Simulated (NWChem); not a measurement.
**PBE-D3(BJ)/def2-SVP (core potential) run of CH5FOSn (SMILES C[O][SnH2][F])**

Wanted: a structure relaxation of CH5FOSn. 

The results are computed with NWChem 7.3.0.

## 1. The system as given

CH5FOSn: 9 atoms, total charge 0, spin state singlet. SMILES: `C[O][SnH2][F]`. Geometry: relaxed at PBE0-D4/def2-TZVP. This is one conformer, not always the lowest. The run starts from this shape.

Bond lengths: C1–O2 1.409 Å, O2–Sn3 1.945 Å, Sn3–F4 1.923 Å, C1–H5 1.093 Å, C1–H6 1.099 Å, C1–H7 1.096 Å, Sn3–H8 1.701 Å, Sn3–H9 1.692 Å. Some angles: C1–O2–Sn3 120.6°, O2–Sn3–F4 105.1°, O2–C1–H5 108.0°, O2–C1–H6 112.6°, O2–C1–H7 111.9°, O2–Sn3–H8 110.5°, O2–Sn3–H9 106.7°, F4–Sn3–H8 104.5°, F4–Sn3–H9 107.3°, H5–C1–H6 107.7°.

## 2. A structure relaxation at PBE-D3(BJ)/def2-SVP (core potential)

struct.nw reads:

```
start struct
memory 2200 mb
geometry units angstroms
  C      0.518500     1.372900     0.070100
  O      0.868000     0.081800    -0.373800
  Sn    -0.399500    -1.388400    -0.243800
  F     -0.697400    -1.629400     1.640500
  H      1.313300     2.060500    -0.231100
  H     -0.420600     1.731700    -0.373400
  H      0.422100     1.418200     1.160900
  H     -1.916000    -0.924300    -0.859900
  H      0.399900    -2.769100    -0.806400
end
basis spherical bse
  C library def2-SVP
  O library def2-SVP
  Sn library def2-SVP
  F library def2-SVP
  H library def2-SVP
end
ecp bse
  Sn library def2-SVP
end
dft
  xc xpbe96 cpbe96
  mult 1
  disp vdw 4
  grid fine
  convergence energy 1e-07
  iterations 100
  mulliken
  print low
end
driver
  maxiter 60
end
freq
  temp 2 298.15 573.15
end
task dft optimize
task dft frequencies
```

Command:

```bash
nwchem struct.nw > struct.out
```

Standard output:

```text
Northwest Computational Chemistry Package (NWChem) 7.3.0
             --------------------------------------------------------

           Job information
           ---------------

    nwchem branch   = 7.3.0
    use scalapack   = T
    input           = struct.nw
    prefix          = struct.
    data base       = ./struct.db
    status          = startup
    nproc           =        1

           Memory information
           ------------------

    heap     =     72089596 doubles =      550.0 Mbytes
    stack    =     72089601 doubles =      550.0 Mbytes
    global   =    144179200 doubles =     1100.0 Mbytes (distinct from heap & stack)
    total    =    288358397 doubles =     2200.0 Mbytes
    verify   = yes
    hardfail = no

           Directory information
           ---------------------

  0 permanent = .
  0 scratch   = .

                                NWChem Input Module
                                -------------------

 Scaling coordinates for geometry "geometry" by  1.889725989
 (inverse scale =  0.529177249)

 C1  symmetry detected

          ------
          auto-z
          ------
  no constraints, skipping    0.0000000000000000
  no constraints, skipping    0.0000000000000000

                             Geometry "geometry" -> ""
                             -------------------------

 Output coordinates in angstroms (scale by  1.889725989 to convert to a.u.)

  No.       Tag          Charge          X              Y              Z
 ---- ---------------- ---------- -------------- -------------- --------------
    1 C                    6.0000     0.49326697    -2.36601461    -0.25968923
    2 O                    8.0000    -0.23413940    -1.42832128     0.50040803
    3 Sn                  50.0000    -0.29830314     0.44232497    -0.03016705
[... 5 lines of this table left out ...]
    9 H                    1.0000    -1.19883359     1.25104881     1.15173915

      Atomic Mass
      -----------

      C                 12.000000
      O                 15.994910
      Sn               117.901800
      F                 18.998400
      H                  1.007825

 Effective nuclear repulsion energy (a.u.)     408.1203975327

            Nuclear Dipole moment (a.u.)
            ----------------------------
        X                 Y               Z
 ---------------- ---------------- ----------------
     0.0000000000     0.0000000000     0.0000000000

                                Z-matrix (autoz)
                                --------

 Units are Angstrom for bonds and degrees for angles

      Type          Name      I     J     K     L     M      Value
      ----------- --------  ----- ----- ----- ----- ----- ----------
    1 Stretch                  1     2                       1.40930
    2 Stretch                  1     5                       1.09326
    3 Stretch                  1     6                       1.09879
    4 Stretch                  1     7                       1.09599
    5 Stretch                  2     3                       1.94549
    6 Stretch                  3     4                       1.92287
    7 Stretch                  3     8                       1.70139
    8 Stretch                  3     9                       1.69171
    9 Bend                     1     2     3               120.64351
   10 Bend                     2     1     5               108.00629
   11 Bend                     2     1     6               112.57998
   12 Bend                     2     1     7               111.91101
   13 Bend                     2     3     4               105.13710
   14 Bend                     2     3     8               110.51011
   15 Bend                     2     3     9               106.65933
   16 Bend                     4     3     8               104.53381
   17 Bend                     4     3     9               107.26603
   18 Bend                     5     1     6               107.74403
   19 Bend                     5     1     7               108.18888
   20 Bend                     6     1     7               108.24280
   21 Bend                     8     3     9               121.55987
   22 Torsion                  1     2     3     4         -63.90114
   23 Torsion                  1     2     3     8          48.35589
   24 Torsion                  1     2     3     9        -177.59801
   25 Torsion                  3     2     1     5        -171.76728
   26 Torsion                  3     2     1     6         -52.93593
   27 Torsion                  3     2     1     7          69.25170

            XYZ format geometry
            -------------------
     9
 geometry
 C                     0.49326697    -2.36601461    -0.25968923
 O                    -0.23413940    -1.42832128     0.50040803
 Sn                   -0.29830314     0.44232497    -0.03016705
[... 5 lines of this table left out ...]
 H                    -1.19883359     1.25104881     1.15173915

 ==============================================================================
[... 164 lines left out ...]
         Total DFT energy =     -430.074576172785
[... 95 lines left out ...]
   convergence    iter        energy       DeltaE   RMS-Dens  Diis-err    time
[... 44 lines left out ...]
 new step= 1.32                   predicted energy=   -430.077158
[... 79 lines left out ...]
 Nuclear repulsion energy =      213.184501721449
[... 105 lines left out ...]
 Nuclear repulsion energy =      212.766604037222
[... 110 lines left out ...]
           Coulomb energy =      498.712538826238
[... 103 lines left out ...]
           Coulomb energy =      498.667694095960
[... 109 lines left out ...]
         Total DFT energy =     -430.077546976613
[... 100 lines left out ...]
         Total DFT energy =     -430.077552917849
[... 74 lines left out ...]
            Nuclear Dipole moment (a.u.)
[... 85 lines left out ...]
@    4    -430.07755405 -7.1D-06  0.00028  0.00008  0.00540  0.01575    155.4
[... 85 lines left out ...]
     step= 1.00 grad=-1.4D-06 hess= 1.7D-07 energy=   -430.077555 mode=accept
[... 117 lines left out ...]
         Total DFT energy =     -430.077561677641
[... 74 lines left out ...]
            Nuclear Dipole moment (a.u.)
[... 85 lines left out ...]
@    6    -430.07756194 -6.7D-06  0.00029  0.00010  0.01561  0.04429    198.8
[... 85 lines left out ...]
     step= 1.00 grad=-1.8D-06 hess= 1.7D-07 energy=   -430.077564 mode=accept
[... 117 lines left out ...]
         Total DFT energy =     -430.077570652901
[... 74 lines left out ...]
            Nuclear Dipole moment (a.u.)
[... 84 lines left out ...]
@    8    -430.07757083 -7.3D-06  0.00021  0.00009  0.01738  0.05020    240.0
[... 85 lines left out ...]
     step= 1.00 grad=-1.1D-06 hess= 1.2D-07 energy=   -430.077572 mode=accept
[... 115 lines left out ...]
         Total DFT energy =     -430.077574552446
[... 74 lines left out ...]
            Nuclear Dipole moment (a.u.)
[... 79 lines left out ...]
           Coulomb energy =      498.572695858349
[... 79 lines left out ...]
         Total DFT energy =   -430.077575467916
[... 70 lines left out ...]
 Nuclear repulsion energy =      212.449168423503
[... 136 lines left out ...]
   convergence    iter        energy       DeltaE   RMS-Dens  Diis-err    time
[... 44 lines left out ...]
 new step= 1.00                   predicted energy=   -430.077579
[... 112 lines left out ...]
      One electron energy =    -1097.004200091878
[... 78 lines left out ...]
  The DFT is already converged
[... 69 lines left out ...]
    Exchange-Corr. energy =      -44.124258052586
[... 93 lines left out ...]
@   15    -430.07758033 -3.0D-07  0.00004  0.00002  0.00232  0.00549    351.1
[... 83 lines left out ...]
     step= 1.00 grad=-2.1D-07 hess=-1.6D-08 energy=   -430.077581 mode=accept
[... 80 lines left out ...]
@   16    -430.07758056 -2.2D-07  0.00004  0.00001  0.00054  0.00161    362.5
[... 143 lines left out ...]
    Exchange-Corr. energy =      -44.124094688461
[... 82 lines left out ...]
 d_dipole_x/<atom=   1,x> =     0.4422     [    2.1238]
[... 6 lines left out ...]
 d_dipole_x/<atom=   3,y> =    -0.0595     [   -0.2856]
[... 6 lines left out ...]
 d_dipole_x/<atom=   5,z> =     0.0361     [    0.1734]
[... 6 lines left out ...]
 d_dipole_x/<atom=   8,x> =    -0.2178     [   -1.0462]
[... 7 lines left out ...]
 d_dipole_y/<atom=   1,x> =    -0.4429     [   -2.1275]
[... 6 lines left out ...]
 d_dipole_y/<atom=   3,y> =     1.8577     [    8.9229]
[... 6 lines left out ...]
 d_dipole_y/<atom=   5,z> =    -0.0059     [   -0.0285]
[... 6 lines left out ...]
 d_dipole_y/<atom=   8,x> =     0.0233     [    0.1118]
[... 7 lines left out ...]
 d_dipole_z/<atom=   1,x> =    -0.0811     [   -0.3895]
[... 6 lines left out ...]
 d_dipole_z/<atom=   3,y> =     0.0645     [    0.3097]
[... 6 lines left out ...]
 d_dipole_z/<atom=   5,z> =     0.0387     [    0.1861]
[... 6 lines left out ...]
 d_dipole_z/<atom=   8,x> =     0.0029     [    0.0139]
[... 194 lines left out ...]
 Normal Eigenvalue ||         Derivative Dipole Moments (debye/angs)
[... 26 lines left out ...]
          --------------------------------------------------------
          MASS-WEIGHTED PROJECTED HESSIAN (Hartree/Bohr/Bohr/Kamu)
          --------------------------------------------------------

               1            2            3            4            5            6            7            8            9           10
   ----- ----- ----- ----- -----
    1    4.26583D+01
    2    2.55918D+00  4.21791D+01
    3    1.58879D+00 -3.56480D+00  4.13647D+01
    4   -7.26531D+00  3.76474D+00  3.64156D+00  7.28443D+00
[... 22 lines of this table left out ...]
   27    1.10759D-01 -2.67489D-02 -1.52882D-01 -2.34872D-01  4.94697D-01  3.74125D-01  4.19082D+00 -3.69968D+00 -6.85561D+00 -1.20158D-02

              11           12           13           14           15           16           17           18           19           20
   ----- ----- ----- ----- -----
   11    1.98818D+00
   12    2.77786D-01  6.21397D-01
   13    4.86129D-02 -4.08234D-02  6.35003D+01
   14   -1.52551D-01  3.86275D-02  5.96704D+01  2.71868D+02
[... 12 lines of this table left out ...]
   27    5.61886D-03  4.87404D-01 -3.04644D-03  2.19053D-01  3.08230D-01  5.87225D-02  2.54760D-01  4.20105D-01 -9.26568D-02  1.36739D-03

              21           22           23           24           25           26           27
   ----- ----- ----- ----- -----
   21    4.85434D+01
   22    6.65925D-02  1.65519D+01
   23   -1.56163D-01  6.01272D-02  1.07960D+01
   24    1.18200D-01  2.47839D+01 -4.71078D+00  1.23269D+02
   25    7.83567D-04  1.09516D+00  7.14748D-01 -2.74647D+00  4.82146D+01
   26   -1.17997D-01  1.41484D+00  1.85984D+00  1.79545D+00 -3.09392D+01  3.74325D+01
   27    1.44706D-02  3.38427D+00 -3.08483D+00 -1.43711D+00 -4.80697D+01  4.07227D+01  7.17657D+01

 center of mass
 --------------
 x =  -0.02015318 y =   0.22119557 z =   0.03101733

 moments of inertia (a.u.)
 ------------------
         671.567822035219          -9.075458638080           0.239657195359
          -9.075458638080         266.989358697131           4.429758167745
           0.239657195359           4.429758167745         851.686210879210

 Rotational Constants
 --------------------
 A=   0.225678 cm-1  (  0.324693 K)
 B=   0.089614 cm-1  (  0.128932 K)
 C=   0.070681 cm-1  (  0.101692 K)

 Temperature                      =   298.15K
 frequency scaling parameter      =   1.0000

 Zero-Point correction to Energy  =   34.412 kcal/mol  (  0.054840 au)
 Thermal correction to Energy     =   38.667 kcal/mol  (  0.061620 au)
 Thermal correction to Enthalpy   =   39.260 kcal/mol  (  0.062564 au)

 Total Entropy                    =   83.627 cal/mol-K
   - Translational                =   41.280 cal/mol-K (mol. weight = 169.9342)
   - Rotational                   =   26.514 cal/mol-K (symmetry #  =        1)
   - Vibrational                  =   15.832 cal/mol-K

 Cv (constant volume heat capacity) =   21.548 cal/mol-K
   - Translational                  =    2.979 cal/mol-K
   - Rotational                     =    2.979 cal/mol-K
   - Vibrational                    =   15.589 cal/mol-K

 Temperature                      =   573.15K
 frequency scaling parameter      =   1.0000

 Zero-Point correction to Energy  =   34.412 kcal/mol  (  0.054840 au)
 Thermal correction to Energy     =   45.919 kcal/mol  (  0.073176 au)
 Thermal correction to Enthalpy   =   47.057 kcal/mol  (  0.074990 au)

 Total Entropy                    =  101.840 cal/mol-K
   - Translational                =   44.525 cal/mol-K (mol. weight = 169.9342)
   - Rotational                   =   28.461 cal/mol-K (symmetry #  =        1)
   - Vibrational                  =   28.854 cal/mol-K

 Cv (constant volume heat capacity) =   30.474 cal/mol-K
   - Translational                  =    2.979 cal/mol-K
   - Rotational                     =    2.979 cal/mol-K
   - Vibrational                    =   24.516 cal/mol-K

          -------------------------------------------------
          NORMAL MODE EIGENVECTORS IN CARTESIAN COORDINATES
          -------------------------------------------------
             (Projected Frequencies expressed in cm-1)

                    1           2           3           4           5           6

 P.Frequency        0.00        0.00        0.00        0.00        0.00        0.00

           1     0.03388    -0.02334     0.06215     0.00010     0.03330    -0.16268
[... 25 lines of this table left out ...]
          27    -0.00752     0.06281     0.07548    -0.14711    -0.00792     0.04557

                    7           8           9          10          11          12

 P.Frequency       63.17      108.64      162.63      205.67      430.81      500.71

           1    -0.12814     0.01932     0.01094     0.01031     0.02162     0.01834
[... 25 lines of this table left out ...]
          27    -0.05985     0.02179     0.13763     0.10410    -0.43723     0.04288

                   13          14          15          16          17          18

 P.Frequency      545.89      598.47      607.73      626.41     1077.49     1128.75

           1     0.02941    -0.00336     0.00757    -0.00339     0.08175     0.11745
[... 25 lines of this table left out ...]
          27     0.08274     0.18941    -0.41176    -0.18559     0.02734     0.01074

                   19          20          21          22          23          24

 P.Frequency     1147.53     1411.48     1417.05     1427.25     1848.01     1909.15

           1     0.00780     0.02436    -0.05410    -0.02516    -0.00181    -0.00048
[... 25 lines of this table left out ...]
          27     0.02059    -0.00376    -0.00949    -0.00288     0.22344     0.65869

                   25          26          27

 P.Frequency     2891.28     2963.32     3011.83

           1    -0.01270    -0.06966     0.04155
[... 25 lines of this table left out ...]
          27    -0.00148     0.00061     0.00006

 ----------------------------------------------------------------------------
 Normal Eigenvalue ||    Projected Derivative Dipole Moments (debye/angs)
  Mode   [cm**-1]  ||      [d/dqX]             [d/dqY]           [d/dqZ]
 ------ ---------- || ------------------ ------------------ -----------------
    1        0.000 ||       0.002               0.024            -0.007
    2        0.000 ||      -0.123              -0.036             0.191
    3        0.000 ||      -0.030               0.034             0.041
[... 23 lines of this table left out ...]
   27     3011.830 ||       0.361               0.693            -0.300
 ----------------------------------------------------------------------------

 ----------------------------------------------------------------------------
 Normal Eigenvalue ||           Projected Infra Red Intensities
  Mode   [cm**-1]  || [atomic units] [(debye/angs)**2] [(KM/mol)] [arbitrary]
 ------ ---------- || -------------- ----------------- ---------- -----------
    1        0.000 ||    0.000027           0.001         0.027       0.007
    2        0.000 ||    0.002294           0.053         2.237       0.616
    3        0.000 ||    0.000163           0.004         0.158       0.044
[... 23 lines of this table left out ...]
   27     3011.830 ||    0.030376           0.701        29.613       8.149
 ----------------------------------------------------------------------------

 vib:animation  F

 Task  times  cpu:      542.2s     wall:      542.2s
 Total times  cpu:      904.7s     wall:      904.7s
```

Run time: 15 min. Hardware: 1 thread of Intel Xeon at 2.60GHz (Ice Lake), shared host; peak memory 0.22 GiB.

Steps, from the record of the run:

```csv
step,energy from the first frame kept (eV)
0,0.0000
1,-0.0711
2,-0.0800
3,-0.0808
4,-0.0810
5,-0.0811
6,-0.0812
7,-0.0813
8,-0.0815
9,-0.0815
10,-0.0816
11,-0.0816
12,-0.0817
13,-0.0817
14,-0.0817
15,-0.0817
16,-0.0818
```

After the run. Bond lengths: C1–O2 1.415 Å, O2–Sn3 2.000 Å, Sn3–F4 1.964 Å, C1–H5 1.112 Å, C1–H6 1.118 Å, C1–H7 1.115 Å, Sn3–H8 1.728 Å, Sn3–H9 1.716 Å. Some angles: C1–O2–Sn3 119.3°, O2–Sn3–F4 106.6°, O2–C1–H5 108.2°, O2–C1–H6 113.6°, O2–C1–H7 112.6°, O2–Sn3–H8 109.5°, O2–Sn3–H9 105.4°, F4–Sn3–H8 104.9°, F4–Sn3–H9 107.3°, H5–C1–H6 107.1°.

## 3. Results

Level: PBE-D3(BJ)/def2-SVP (core potential).

| quantity | value |
| --- | --- |
| total energy at the end | -430.07758 Eh |
| dispersion energy | -13.86 kJ/mol |
| lowest harmonic wavenumber | 63 cm⁻¹ |
| highest harmonic wavenumber | 3012 cm⁻¹ |
| zero-point energy | 144.0 kJ/mol |
| ideal-gas entropy at 298.15 K (symmetry number 1 as used) | 83.6 cal/(mol K) |

**Reading.** At the final geometry: Bond lengths: C1–O2 1.415 Å, O2–Sn3 2.000 Å, Sn3–F4 1.964 Å, C1–H5 1.112 Å, C1–H6 1.118 Å, C1–H7 1.115 Å, Sn3–H8 1.728 Å, Sn3–H9 1.716 Å. Some angles: C1–O2–Sn3 119.3°, O2–Sn3–F4 106.6°, O2–C1–H5 108.2°, O2–C1–H6 113.6°, O2–C1–H7 112.6°, O2–Sn3–H8 109.5°, O2–Sn3–H9 105.4°, F4–Sn3–H8 104.9°, F4–Sn3–H9 107.3°, H5–C1–H6 107.1°. All 21 modes are real, so the shape is a minimum at this level. The optimisation took 17 steps and changed the energy by -0.082 eV. Mulliken charges run from -0.49 on O2 to +0.80 on Sn3.
